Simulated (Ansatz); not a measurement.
# ClFH2OSn, SMILES [OH][SnH]([F])[Cl]: a rigid torsion scan

Computed with the Ansatz DFT code, driven from Python.

Run as a notebook:

In [1]:
```python
from dataclasses import dataclass

import ansatz as az
from ase import Atoms
```

In [2]:
```python
@dataclass
class Settings:
    basis_set: str = "def2-SVP"
    functional: str = "pbe0"
    fmax: float = 0.02
    method: str = "MP2"
```

In [3]:
```python
cfg = Settings()
```

In [4]:
```python
atoms = Atoms(["O", "Sn", "F", "Cl", "H", "H"], positions=[
    [0.3627, 0.9281, -1.2508],
    [0.156, -0.2743, 0.27],
    [1.538, -1.6016, 0.1554],
    [-1.863, -1.3307, 0.1995],
    [-0.4604, 1.5727, -1.1856],
    [0.3088, 0.6418, 1.7653],
])

first = (
    az.Crystal.molecule_from_ase(atoms).calculation()
    .basis(gaussian=cfg.basis_set)
    .functional(cfg.functional)
    .relax(force_tolerance=cfg.fmax, max_steps=80)
)
atoms.positions = first.run(threads=1).report["positions_ang"]
```

In [5]:
```python
start = atoms.get_dihedral(2, 1, 0, 4)
energies = {}
for turn in range(0, 360, 40):
    turned = atoms.copy()
    turned.set_dihedral(2, 1, 0, 4, start + turn, indices=[0, 4])
    calc = az.Crystal.molecule_from_ase(turned).calculation()
    calc = calc.basis(gaussian=cfg.basis_set).correlation(cfg.method, electrons="valence")
    energies[round((start + turn) % 360)] = calc.run(threads=1).report["free_energy_ev"]
floor = min(energies.values())
print("dihedral F2-Sn1-O0-H4 (deg)   E - E(min) (kJ/mol)")
for angle, e in sorted(energies.items()):
    print(f"{angle:8d} {96.485332 * (e - floor):14.3f}  " + "#" * int(30 * (e - floor) / max(max(energies.values()) - floor, 1e-9)))
```
```text
dihedral F2-Sn1-O0-H4 (deg)   E - E(min) (kJ/mol)
      21          2.118  #####
      61          0.000
     101          2.443  ######
     141          8.000  ####################
     181         11.537  #############################
     221         11.931  ##############################
     261         11.300  ############################
     301         10.289  #########################
     341          6.940  #################
```

What to keep in mind:
- The settings weren't tested for convergence.
- The scan is rigid and the energies are electronic, in a modest basis. With rigid groups the curve can differ much from the relaxed path, the start wasn't checked as a minimum of this torsion, and equivalent turns needn't return to the same energy.
- def2 sets replace the cores of elements past krypton by effective core potentials.
- The start is relaxed with a density functional and scanned with the wavefunction method, so it isn't exactly that method's minimum.
- Finished in 84 s on 1 thread of Arm Neoverse V1 (shared host), peak memory 0.24 GiB.
